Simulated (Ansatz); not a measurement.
# MoNF3: structure and electronic state

What does MoNF3 look like as a singlet, and where do its frontier electrons sit?

Computed with Ansatz 0.2.0, Gaussian basis. Level: RKS PBE0-D4/def2-TZVP.

Plan: relaxation at PBE-D4/def2-SVP; a search for the lowest solution at PBE0-D4/def2-SVP; a single point at PBE0-D4/def2-TZVP; harmonic vibrations at PBE-D4/def2-SVP.

1 further run of the same task is left out (set aside as unsound or not needed).

## (1) Where the work starts

5 atoms, charge 0, spin multiplicity 1.

Atoms are counted from 1 here; the program's logs count them from 0.

Bond lengths: Mo1–N2 1.700 Å, Mo1–F3 1.789 Å, Mo1–F4 1.790 Å, Mo1–F5 1.790 Å. Angles: N2–Mo1–F3 103.5°, N2–Mo1–F4 103.6°, N2–Mo1–F5 103.6°, F3–Mo1–F4 114.7°, F3–Mo1–F5 114.7°, F4–Mo1–F5 114.8°.

Formally the metal is d0. Mo takes a core potential in the def2 sets. No spin-orbit coupling is included.

The start is a GFN2-xTB geometry.

## (2) Optimising with PBE-D4/def2-SVP

The input, in.yaml:

```yaml
crystal:
  periodic: [false, false, false]
  atoms:
    - {symbol: Mo, position_ang: [-0.000990, 0.000880, -0.088700]}
    - {symbol: N, position_ang: [0.008820, -0.015650, 1.611470]}
    - {symbol: F, position_ang: [1.736650, 0.009420, -0.516060]}
    - {symbol: F, position_ang: [-0.875650, 1.509940, -0.488920]}
    - {symbol: F, position_ang: [-0.868830, -1.504590, -0.517790]}
basis:
  gaussian: {orbitals: def2-SVP}
hamiltonian: {xc: pbe, dispersion: d4}
scf: {omitted_lower_state_checks: [starts]}
output: {orbitals: {seedname: orbitals}}
relax: {f_tol: 0.02, max_steps: 100}
```

The run is started by

```console
$ ansatz run in.yaml --threads 4 --pin off --events-out ev --progress --plain --max-ram 3916MiB
```

Standard output:

```text
Functional definition: PBE
  name "PBE"
  cite "Perdew, Burke & Ernzerhof, Phys. Rev. Lett. 77, 3865 (1996) doi:10.1103/PhysRevLett.77.3865"
  parent pbe
  parameter kappa = 0.804
  parameter beta = 0.06672455060314922
  exchange = pbe_x(kappa = kappa, mu = beta*pi^2/3)
  correlation = pbe_c(beta = beta)
these checks for a lower state are left out or cut short: starts
919 factors; their error is unknown
mean field evaluation 1: about -11465.8993 eV, gradient 1.0e2 eV
mean field evaluation 2: about -11210.3202 eV, gradient 2.7e2 eV
mean field evaluation 4: about -11477.3829 eV, gradient 6.2e1 eV
mean field evaluation 8: about -11484.7222 eV, gradient 6.9e-1 eV
mean field evaluation 16: about -11484.6817 eV, gradient 2.0e-3 eV
mean field -11484.68166747 eV, -422.0542666828 hartree, gradient 1.3e-5 eV, S^2 0.000000; 0 other end points of the search recorded, 0 dependent functions left out
the calculation of the forces begins
reference -11484.68173739 eV, -422.0542692524 hartree; 24, 24 occupied and 63, 63 virtual orbitals, 919 factors
relax step   1: F+E_penalty+E_count = -11484.79406676 eV  Δ(F+E_penalty+E_count) = +0.000e0 eV  max|allowed force component| = 4.635e0 eV/Å  Δτ_max = 0.0000 Å  (29 SCF iters, accepted)
these checks for a lower state are left out or cut short: starts, cluster_reference, orbital_swaps, neighbouring_geometries, increment
919 factors; their error is unknown
mean field -11484.95892824 eV, -422.0644558281 hartree, gradient 1.6e-5 eV, S^2 0.000000; 0 other end points of the search recorded, 0 dependent functions left out
the calculation of the forces begins
reference -11484.95899849 eV, -422.0644584096 hartree; 24, 24 occupied and 63, 63 virtual orbitals, 919 factors
relax step   2: F+E_penalty+E_count = -11485.07043170 eV  Δ(F+E_penalty+E_count) = -2.764e-1 eV  max|allowed force component| = 1.086e0 eV/Å  Δτ_max = 0.0457 Å  (30 SCF iters, accepted)
these checks for a lower state are left out or cut short: starts, cluster_reference, orbital_swaps, neighbouring_geometries, increment
919 factors; their error is unknown
mean field evaluation 32: about -11484.9741 eV, gradient 6.2e-5 eV
mean field -11484.97408456 eV, -422.0650128125 hartree, gradient 8.1e-6 eV, S^2 0.000000; 0 other end points of the search recorded, 0 dependent functions left out
the calculation of the forces begins
reference -11484.97415476 eV, -422.0650153924 hartree; 24, 24 occupied and 63, 63 virtual orbitals, 919 factors
relax step   3: F+E_penalty+E_count = -11485.08551817 eV  Δ(F+E_penalty+E_count) = -1.509e-2 eV  max|allowed force component| = 8.787e-2 eV/Å  Δτ_max = 0.0150 Å  (31 SCF iters, accepted)
these checks for a lower state are left out or cut short: starts, cluster_reference, orbital_swaps, neighbouring_geometries, increment
919 factors; their error is unknown
mean field -11484.97439346 eV, -422.0650241643 hartree, gradient 8.0e-6 eV, S^2 0.000000; 0 other end points of the search recorded, 0 dependent functions left out
the calculation of the forces begins
reference -11484.97446365 eV, -422.0650267438 hartree; 24, 24 occupied and 63, 63 virtual orbitals, 919 factors
relax step   4: F+E_penalty+E_count = -11485.08573470 eV  Δ(F+E_penalty+E_count) = -2.165e-4 eV  max|allowed force component| = 4.439e-2 eV/Å  Δτ_max = 0.0046 Å  (31 SCF iters, accepted)
these checks for a lower state are left out or cut short: starts, cluster_reference, orbital_swaps, neighbouring_geometries, increment
919 factors; their error is unknown
mean field -11484.97441125 eV, -422.0650248181 hartree, gradient 8.0e-6 eV, S^2 0.000000; 0 other end points of the search recorded, 0 dependent functions left out
the calculation of the forces begins
reference -11484.97448144 eV, -422.0650273977 hartree; 24, 24 occupied and 63, 63 virtual orbitals, 919 factors
relax step   5: F+E_penalty+E_count = -11485.08578008 eV  Δ(F+E_penalty+E_count) = -4.538e-5 eV  max|allowed force component| = 9.396e-4 eV/Å  Δτ_max = 0.0013 Å  (31 SCF iters, accepted)
these checks for a lower state are left out or cut short: starts
919 factors; their error is unknown
mean field -11484.97441125 eV, -422.0650248181 hartree, gradient 1.6e-5 eV, S^2 0.000000; 0 other end points of the search recorded, 0 dependent functions left out
the calculation of the forces begins
reference -11484.97448144 eV, -422.0650273977 hartree; 24, 24 occupied and 63, 63 virtual orbitals, 919 factors
Total energy: -11485.08585027 eV, -422.0691201267 hartree
Atom 0 at    -0.000219     0.000419    -0.043845 Å, force    -0.000010     0.000002    -0.000722 eV/Å
Atom 1 at     0.008154    -0.015379     1.596866 Å, force     0.000040     0.000015     0.000940 eV/Å
Atom 2 at     1.788708     0.009382    -0.526794 Å, force    -0.000130    -0.000018    -0.000045 eV/Å
Atom 3 at    -0.902039     1.554087    -0.498164 Å, force     0.000040    -0.000129    -0.000071 eV/Å
Atom 4 at    -0.894604    -1.548508    -0.528062 Å, force     0.000060     0.000130    -0.000101 eV/Å
Dipole moment:    -0.001648     0.003109    -0.323518 e Å
Checks for a lower state left out: starts
```

It took 5 s on 4 threads of Arm Neoverse V1, shared host.

Along the way:

```csv
step,energy from step 1 (eV),largest force component (eV/Å)
1,0.0000,4.6349
2,-0.2764,1.0864
3,-0.2915,0.0879
4,-0.2917,0.0444
5,-0.2917,0.0009
```

Distances of close pairs at the start and the end, largest changes first:

```csv
bond,before (Å),after (Å),change (Å)
Mo1–F3,1.789,1.853,+0.064
Mo1–F4,1.790,1.853,+0.063
Mo1–F5,1.790,1.853,+0.063
Mo1–N2,1.700,1.641,-0.059
```

Bonds by kind at the end (by distance):

```csv
bond,count,shortest (Å),longest (Å)
F–Mo,3,1.853,1.853
Mo–N,1,1.641,1.641
```

## (3) Searching for the lowest solution, PBE0-D4/def2-SVP

start.molden holds the orbitals of an earlier run on this state, given as this run's starting guess.

The input, in.yaml:

```yaml
crystal:
  periodic: [false, false, false]
  atoms:
    - {symbol: Mo, position_ang: [-0.000219, 0.000419, -0.043845]}
    - {symbol: N, position_ang: [0.008154, -0.015379, 1.596866]}
    - {symbol: F, position_ang: [1.788708, 0.009382, -0.526794]}
    - {symbol: F, position_ang: [-0.902039, 1.554087, -0.498164]}
    - {symbol: F, position_ang: [-0.894604, -1.548508, -0.528062]}
basis:
  gaussian: {orbitals: def2-SVP, initial_orbitals: start.molden}
hamiltonian: {xc: pbe0, dispersion: d4}
output: {orbitals: {seedname: orbitals}}
```

Launched as before.

Standard output:

```text
Functional definition: PBE0
  name "PBE0"
  cite "Adamo & Barone, J. Chem. Phys. 110, 6158 (1999) doi:10.1063/1.478522"
  cite "Perdew, Burke & Ernzerhof, Phys. Rev. Lett. 77, 3865 (1996) doi:10.1103/PhysRevLett.77.3865"
  parent pbe
  parameter a = 0.25
  parameter kappa = 0.804
  parameter beta = 0.06672455060314922
  exchange = (1 - a)*pbe_x(kappa = kappa, mu = beta*pi^2/3) + a*exact_x
  correlation = pbe_c(beta = beta)
958 factors; their error is unknown
mean field evaluation 1: about -11482.4283 eV, gradient 7.4e0 eV
mean field evaluation 2: about -11482.5946 eV, gradient 2.8e-1 eV
mean field evaluation 4: about -11482.6460 eV, gradient 1.5e-1 eV
mean field evaluation 8: about -11275.7028 eV, gradient 2.6e2 eV
mean field evaluation 16: about -11482.6460 eV, gradient 1.5e-1 eV
mean field -11482.64606196 eV, -421.9794595601 hartree, gradient 7.1e-5 eV, S^2 0.000000; 1 other end points of the search recorded, 0 dependent functions left out
reference -11482.64611658 eV, -421.9794615673 hartree; 24, 24 occupied and 63, 63 virtual orbitals, 958 factors
Total energy: -11482.73942052 eV, -421.9828904239 hartree
```

Run time: 2.1 s. Hardware: 4 threads of Arm Neoverse V1, shared host.

Report: HOMO -9.99 eV, LUMO -3.39 eV.

## (4) Single point, PBE0-D4/def2-TZVP

Edit in.yaml of step 3 so:

```diff
@@ -9,4 +9,5 @@
 basis:
-  gaussian: {orbitals: def2-SVP, initial_orbitals: start.molden}
+  gaussian: {orbitals: def2-TZVP, initial_orbitals: start.molden}
 hamiltonian: {xc: pbe0, dispersion: d4}
+scf: {omitted_lower_state_checks: [starts]}
 output: {orbitals: {seedname: orbitals}}
```

Same command.

Standard output:

```text
Functional definition: PBE0
  name "PBE0"
  cite "Adamo & Barone, J. Chem. Phys. 110, 6158 (1999) doi:10.1063/1.478522"
  cite "Perdew, Burke & Ernzerhof, Phys. Rev. Lett. 77, 3865 (1996) doi:10.1103/PhysRevLett.77.3865"
  parent pbe
  parameter a = 0.25
  parameter kappa = 0.804
  parameter beta = 0.06672455060314922
  exchange = (1 - a)*pbe_x(kappa = kappa, mu = beta*pi^2/3) + a*exact_x
  correlation = pbe_c(beta = beta)
these checks for a lower state are left out or cut short: starts
1001 factors; their error is unknown
mean field evaluation 1: about -11490.3331 eV, gradient 2.1e2 eV
mean field evaluation 2: about -11494.8665 eV, gradient 4.6e0 eV
mean field evaluation 4: about -11495.0154 eV, gradient 3.1e-1 eV
mean field evaluation 8: about -11495.0155 eV, gradient 2.3e-5 eV
mean field -11495.01554433 eV, -422.4340296527 hartree, gradient 2.3e-5 eV, S^2 0.000000; 0 other end points of the search recorded, 0 dependent functions left out
reference -11495.01558330 eV, -422.4340310847 hartree; 24, 24 occupied and 140, 140 virtual orbitals, 1001 factors
Total energy: -11495.10888724 eV, -422.4374599414 hartree
Checks for a lower state left out: starts
```

Wall time 2.4 s (4 threads of Arm Neoverse V1, shared host).

Report: HOMO -10.01 eV, LUMO -3.40 eV.

Mulliken charges, from this run's orbitals:

```csv
atom,value (e)
Mo1,1.72
N2,-0.40
F3,-0.44
F4,-0.44
F5,-0.44
```

Largest Mayer bond orders: Mo1–N2 2.74; Mo1–F4 0.85; Mo1–F5 0.85; Mo1–F3 0.85.

## (5) Vibrations by finite differences

Edit in.yaml of step 4 so:

```diff
@@ -9,5 +9,5 @@
 basis:
-  gaussian: {orbitals: def2-TZVP, initial_orbitals: start.molden}
-hamiltonian: {xc: pbe0, dispersion: d4}
+  gaussian: {orbitals: def2-SVP}
+hamiltonian: {xc: pbe, dispersion: d4}
 scf: {omitted_lower_state_checks: [starts]}
-output: {orbitals: {seedname: orbitals}}
+phonons: {temperatures: {t_min: 298.15, t_max: 900, t_step: 200}}
```

The command is unchanged.

Standard output:

```text
Functional definition: PBE
  name "PBE"
  cite "Perdew, Burke & Ernzerhof, Phys. Rev. Lett. 77, 3865 (1996) doi:10.1103/PhysRevLett.77.3865"
  parent pbe
  parameter kappa = 0.804
  parameter beta = 0.06672455060314922
  exchange = pbe_x(kappa = kappa, mu = beta*pi^2/3)
  correlation = pbe_c(beta = beta)
these checks for a lower state are left out or cut short: starts
919 factors; their error is unknown
mean field evaluation 1: about -11467.0178 eV, gradient 9.9e1 eV
mean field evaluation 2: about -11220.5466 eV, gradient 2.8e2 eV
mean field evaluation 4: about -11477.7555 eV, gradient 6.2e1 eV
mean field evaluation 8: about -11485.0146 eV, gradient 1.1e0 eV
mean field evaluation 16: about -11484.9744 eV, gradient 3.0e-4 eV
mean field -11484.97441109 eV, -422.0650248121 hartree, gradient 1.3e-5 eV, S^2 0.000000; 0 other end points of the search recorded, 0 dependent functions left out
[... 4 lines left out ...]
mean field -11484.97425893 eV, -422.0650192205 hartree, gradient 1.1e-6 eV, S^2 0.000000; 0 other end points of the search recorded, 0 dependent functions left out
[... 5 lines left out ...]
mean field -11484.97425984 eV, -422.0650192538 hartree, gradient 1.1e-6 eV, S^2 0.000000; 0 other end points of the search recorded, 0 dependent functions left out
[... 4 lines left out ...]
mean field -11484.97425970 eV, -422.0650192489 hartree, gradient 1.1e-6 eV, S^2 0.000000; 0 other end points of the search recorded, 0 dependent functions left out
[... 4 lines left out ...]
mean field -11484.97425909 eV, -422.0650192265 hartree, gradient 1.1e-6 eV, S^2 0.000000; 0 other end points of the search recorded, 0 dependent functions left out
[... 4 lines left out ...]
mean field -11484.97416816 eV, -422.0650158848 hartree, gradient 1.1e-6 eV, S^2 0.000000; 0 other end points of the search recorded, 0 dependent functions left out
[... 4 lines left out ...]
mean field -11484.97421857 eV, -422.0650177372 hartree, gradient 1.1e-6 eV, S^2 0.000000; 0 other end points of the search recorded, 0 dependent functions left out
[... 5 lines left out ...]
mean field -11484.97440039 eV, -422.0650244192 hartree, gradient 1.1e-6 eV, S^2 0.000000; 0 other end points of the search recorded, 0 dependent functions left out
[... 4 lines left out ...]
mean field -11484.97439972 eV, -422.0650243946 hartree, gradient 1.2e-6 eV, S^2 0.000000; 0 other end points of the search recorded, 0 dependent functions left out
[... 4 lines left out ...]
mean field -11484.97439963 eV, -422.0650243913 hartree, gradient 1.1e-6 eV, S^2 0.000000; 0 other end points of the search recorded, 0 dependent functions left out
[... 4 lines left out ...]
mean field -11484.97440046 eV, -422.0650244216 hartree, gradient 1.1e-6 eV, S^2 0.000000; 0 other end points of the search recorded, 0 dependent functions left out
[... 4 lines left out ...]
mean field -11484.97427840 eV, -422.0650199361 hartree, gradient 1.1e-6 eV, S^2 0.000000; 0 other end points of the search recorded, 0 dependent functions left out
[... 5 lines left out ...]
mean field -11484.97418037 eV, -422.0650163334 hartree, gradient 1.1e-6 eV, S^2 0.000000; 0 other end points of the search recorded, 0 dependent functions left out
[... 4 lines left out ...]
mean field -11484.97435342 eV, -422.0650226929 hartree, gradient 1.1e-6 eV, S^2 0.000000; 0 other end points of the search recorded, 0 dependent functions left out
[... 4 lines left out ...]
mean field -11484.97430217 eV, -422.0650208095 hartree, gradient 1.1e-6 eV, S^2 0.000000; 0 other end points of the search recorded, 0 dependent functions left out
[... 4 lines left out ...]
mean field -11484.97440823 eV, -422.0650247071 hartree, gradient 2.4e-6 eV, S^2 0.000000; 0 other end points of the search recorded, 0 dependent functions left out
[... 4 lines left out ...]
mean field -11484.97440805 eV, -422.0650247006 hartree, gradient 2.4e-6 eV, S^2 0.000000; 0 other end points of the search recorded, 0 dependent functions left out
[... 5 lines left out ...]
mean field -11484.97439137 eV, -422.0650240876 hartree, gradient 1.4e-6 eV, S^2 0.000000; 0 other end points of the search recorded, 0 dependent functions left out
[... 4 lines left out ...]
mean field -11484.97440735 eV, -422.0650246749 hartree, gradient 1.6e-6 eV, S^2 0.000000; 0 other end points of the search recorded, 0 dependent functions left out
[... 4 lines left out ...]
mean field -11484.97437490 eV, -422.0650234823 hartree, gradient 2.2e-6 eV, S^2 0.000000; 0 other end points of the search recorded, 0 dependent functions left out
[... 4 lines left out ...]
mean field -11484.97440056 eV, -422.0650244253 hartree, gradient 2.7e-6 eV, S^2 0.000000; 0 other end points of the search recorded, 0 dependent functions left out
[... 4 lines left out ...]
mean field -11484.97436971 eV, -422.0650232917 hartree, gradient 1.1e-6 eV, S^2 0.000000; 0 other end points of the search recorded, 0 dependent functions left out
[... 5 lines left out ...]
mean field -11484.97432543 eV, -422.0650216642 hartree, gradient 1.1e-6 eV, S^2 0.000000; 0 other end points of the search recorded, 0 dependent functions left out
[... 4 lines left out ...]
mean field -11484.97439233 eV, -422.0650241229 hartree, gradient 1.4e-6 eV, S^2 0.000000; 0 other end points of the search recorded, 0 dependent functions left out
[... 4 lines left out ...]
mean field -11484.97440765 eV, -422.0650246858 hartree, gradient 1.6e-6 eV, S^2 0.000000; 0 other end points of the search recorded, 0 dependent functions left out
[... 4 lines left out ...]
mean field -11484.97437535 eV, -422.0650234990 hartree, gradient 2.2e-6 eV, S^2 0.000000; 0 other end points of the search recorded, 0 dependent functions left out
[... 4 lines left out ...]
mean field -11484.97440078 eV, -422.0650244332 hartree, gradient 2.7e-6 eV, S^2 0.000000; 0 other end points of the search recorded, 0 dependent functions left out
[... 5 lines left out ...]
mean field -11484.97432577 eV, -422.0650216770 hartree, gradient 1.1e-6 eV, S^2 0.000000; 0 other end points of the search recorded, 0 dependent functions left out
[... 4 lines left out ...]
mean field -11484.97437002 eV, -422.0650233029 hartree, gradient 1.1e-6 eV, S^2 0.000000; 0 other end points of the search recorded, 0 dependent functions left out
[... 4 lines left out ...]
mean field -11484.97439115 eV, -422.0650240797 hartree, gradient 1.4e-6 eV, S^2 0.000000; 0 other end points of the search recorded, 0 dependent functions left out
[... 4 lines left out ...]
mean field -11484.97440750 eV, -422.0650246803 hartree, gradient 1.6e-6 eV, S^2 0.000000; 0 other end points of the search recorded, 0 dependent functions left out
[... 2 lines left out ...]
Total energy: -11485.08585010 eV, -422.0691201205 hartree
Atom 0 at    -0.000219     0.000419    -0.043845 Å, force     0.000010     0.000035    -0.000675 eV/Å
Atom 1 at     0.008154    -0.015379     1.596866 Å, force     0.000042     0.000012     0.000896 eV/Å
Atom 2 at     1.788708     0.009382    -0.526794 Å, force    -0.000139    -0.000020    -0.000041 eV/Å
Atom 3 at    -0.902039     1.554087    -0.498164 Å, force     0.000041    -0.000133    -0.000073 eV/Å
Atom 4 at    -0.894604    -1.548508    -0.528062 Å, force     0.000046     0.000106    -0.000107 eV/Å
Dipole moment:    -0.001649     0.003108    -0.323519 e Å
Vibrations: 157.81 157.82 224.03 324.10 324.11 677.66 714.84 714.85 1137.43 cm⁻¹, zero-point energy 0.274789 eV
Checks for a lower state left out: starts
```

Run time: 17 s. Hardware: 4 threads of Arm Neoverse V1, shared host.

Motions are named by where the mode's potential energy lies. The modes, unscaled (a negative number is an imaginary wavenumber):

```csv
mode,cm⁻¹,motion
1,158,bend
2,158,bend
3,224,bend
4,324,bend
5,324,bend
6,678,Mo–F stretch
7,715,Mo–F stretch
8,715,Mo–F stretch
9,1137,Mo–N stretch
```

## (6) What came out

```
                                         quantity                             value
                                      point group                               C3v
                     near neighbours of the metal  N 1.64, F 1.85, F 1.85, F 1.85 Å
                  HOMO, LUMO at PBE0-D4/def2-TZVP                  -10.01, -3.40 eV
charge on the metal (Mulliken, PBE0-D4/def2-TZVP)                           +1.72 e
                        dipole at PBE-D4/def2-SVP                            1.55 D
                       lowest, highest wavenumber                    158, 1137 cm⁻¹
```

In words: The molecule keeps its bonding pattern by the stored test; the atoms moved 0.05 Å (rms). The metal has 4 near neighbours by the distance rule, from 1.64 to 1.85 Å. The Mulliken charge of the metal, +1.72 e, depends on the basis and isn't its oxidation state. All wavenumbers are real: a minimum at this level. Whether this spin is the lowest isn't tested here.
